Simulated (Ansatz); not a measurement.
Mo, space group P6/mmm, a relaxation of cell and ions

Program: Ansatz 0.2.0 through its Python package.

Notebook, run cell by cell (the value of a cell's last expression is shown):

```python
import json

import ansatz
from ase import Atoms
from ase.neighborlist import neighbor_list
import matplotlib.pyplot as plt
import numpy as np

def edges_and_angles(cell):
    cell = np.asarray(cell)
    a, b, c = np.linalg.norm(cell, axis=1)
    cosines = cell[1] @ cell[2] / (b * c), cell[0] @ cell[2] / (a * c), cell[0] @ cell[1] / (a * b)
    return (a, b, c, *np.degrees(np.arccos(cosines)))
```

```python
cell = (
    ansatz.Lattice.from_parameters(2.73551, 2.73551, 2.555181, alpha=90.0, beta=90.0, gamma=120.0)
    .atom('Mo', (0.0, 0.0, 0.5))
)
```

```python
len(cell.resolved().sites)
```

    1

```python
# shape and ions at fixed volume
job = (
    cell.calculation()
    .functional('pbesol')
    .basis(510)
    .kpoints(11, center='gamma')
    .occupations('Fermi-Dirac', width=0.15)
    .relax(fix_cell=['volume'])
    .band_table()
)
res = job.run(threads=1, events_out='events.ndjson')
with open('events.ndjson') as stream:
    events = [json.loads(line) for line in stream]
steps = [e['data'] for e in events if e['event'] == 'relax_step']
r = res.report

r['converged'], r['free_energy_ev']
```

    (True, -4896.609132172405)

```python
print('step   energy (eV)     max comp. (eV/A)   P (GPa)  SCF')
for s in steps:
    print(f'{s["step"]:4d} {s["lagrangian_ev"]:15.5f} {s["allowed_force_max_ev_ang"]:12.4f} {s["pressure_gpa"]:10.3f} {s["n_scf"]:5d}')
```

    step   energy (eV)     max comp. (eV/A)   P (GPa)  SCF
       1     -4896.59389       0.0000     -4.244     6
       2     -4896.60913       0.0000     -4.306     5
       3     -4896.60913       0.0000     -4.300     3
       4     -4896.60913       0.0000     -4.299     4

```python
first, last = steps[0], steps[-1]
symbols = [site.symbol for site in res.lattice.sites]
print(f'energy gained {first["lagrangian_ev"] - last["lagrangian_ev"]:.4f} eV in {len(steps) - 1} steps')
for label, vectors in (('before', first['cell_ang']), ('after', res.lattice.cell_ang)):
    print(label, 'a b c (A) {:.4f} {:.4f} {:.4f}  angles {:.2f} {:.2f} {:.2f}'.format(*edges_and_angles(vectors)), f' V = {abs(np.linalg.det(vectors)):.3f} A^3')
print('final stress xx yy zz (GPa, compression positive):', np.round(np.diag(r['stress_gpa']), 3) + 0.0)
```

    energy gained 0.0152 eV in 3 steps
    before a b c (A) 2.7355 2.7355 2.5552  angles 90.00 90.00 120.00  V = 16.559 A^3
    after a b c (A) 2.7699 2.7699 2.4921  angles 90.00 90.00 120.00  V = 16.559 A^3
    final stress xx yy zz (GPa, compression positive): [-4.298 -4.298 -4.302]

```python
fig, (top, bottom) = plt.subplots(2, 1, sharex=True, figsize=(4.5, 4))
top.plot([s['lagrangian_ev'] - last['lagrangian_ev'] for s in steps], 'o-')
top.set_ylabel('E - E(final) (eV)')
bottom.semilogy([max(s['allowed_force_max_ev_ang'], 1e-6) for s in steps], 's-')
bottom.set(xlabel='step', ylabel='largest force (eV/A)')
fig.tight_layout()
fig.savefig('relax.png', dpi=100)
```

```python
print('atom   start x y z (A)              end x y z (A)')
for symbol, a, b in zip(symbols, first['positions_ang'], last['positions_ang']):
    print(f'{symbol:3s}', ' '.join(f'{v:8.4f}' for v in a), '  ', ' '.join(f'{v:8.4f}' for v in b))
```

    atom   start x y z (A)              end x y z (A)
    Mo    0.0000   0.0000   1.2776      0.0000   0.0000   1.2461

```python
final = Atoms(symbols, positions=last['positions_ang'], cell=res.lattice.cell_ang, pbc=True)
i, j, d = neighbor_list('ijd', final, 4.5)
print('neighbours within 1.2 times the shortest distance of each atom (A)')
for atom in range(len(final)):
    near = [m for m in np.argsort(d) if i[m] == atom]
    shell = [m for m in near if d[m] < 1.2 * d[near[0]]]
    print(f'{symbols[atom]}{atom} ({len(shell)}):', ', '.join(f'{symbols[j[m]]} {d[m]:.3f}' for m in shell))
```

    neighbours within 1.2 times the shortest distance of each atom (A)
    Mo0 (8): Mo 2.492, Mo 2.492, Mo 2.770, Mo 2.770, Mo 2.770, Mo 2.770, Mo 2.770, Mo 2.770

```python
change = np.array(last['positions_ang']) @ np.linalg.inv(last['cell_ang']) - np.array(first['positions_ang']) @ np.linalg.inv(first['cell_ang'])
moved = np.linalg.norm(change @ np.array(last['cell_ang']), axis=1)
print('displacement within the cell, strain taken out (A):', ' '.join(f'{s}:{d:.3f}' for s, d in zip(symbols, moved)))
```

    displacement within the cell, strain taken out (A): Mo:0.000

```python
n_atoms = len(r['lattice']['sites'])
print('F =', round(r['free_energy_ev'], 4), 'eV for', n_atoms, 'atoms')
print('E(sigma -> 0) =', round(r['energy_sigma0_ev'], 4), 'eV, TS =', round(r['entropy_ts_ev'], 5), 'eV')
print('closed by', r['closed_by'], 'after', r['n_iterations'], 'iterations')

print(job.to_python())
```

    F = -4896.6091 eV for 1 atoms
    E(sigma -> 0) = -4896.5757 eV, TS = 0.06688 eV
    closed by deck_thresholds after 4 iterations
    (
        az.Lattice.from_parameters(2.73551, 2.73551, 2.555181, alpha=90.0, beta=90.0, gamma=120.0)
        .atom("Mo", (0.0, 0.0, 0.5))
        .calculation()
        .basis(cutoff=510.0)
        .kpoints(11, 11, 11, shift=(0.0, 0.0, 0.0))
        .functional("pbesol")
        .occupations(method="fermi_dirac", width=0.15)
        .relax(cell=True, fix_cell=("volume",))
        .band_table(publish=True)
    )

```python
gap = None if 'band_edges_ev' not in r else r['band_edges_ev'][1] - r['band_edges_ev'][0]
print('gap on the k mesh:', 'withheld (metal, or smearing too wide to tell)' if gap is None else f'{gap:.3f} eV')
print('lowest empty less highest filled band, by band count:', round(r['gap_by_band_count_ev'], 3), 'eV')
```

    gap on the k mesh: withheld (metal, or smearing too wide to tell)
    lowest empty less highest filled band, by band count: -1.675 eV

What to keep in mind:
- Absolute energies stand on the zero of these potentials, so only differences at equal settings mean something. A total without «per atom» is that of the cell as typed.
- Part of the cell is held or a pressure is applied, so the end point needn't be the zero-pressure lattice.
- The mesh is modest for a metal, so energies can be off by several to tens of meV an atom and pressures by half a GPa or more; differences at equal mesh fare better.
- Energies along a relaxation are free energies. Rows at an unchanged volume are solved on a plane-wave basis chosen afresh for that cell, so the energy jumps there and such rows are no steps of the walk.
- A gap by band count of zero or less means overlapping bands, a metal.
- This isn't the structure that Mo takes at ambient conditions.
- Levels are Kohn-Sham eigenvalues on this mesh, without spin-orbit coupling.
- It ran for 10 s on 1 thread of Intel(R) Xeon(R) Processor @ 2.30GHz, with other jobs on the host, peak memory 0.56 GiB.
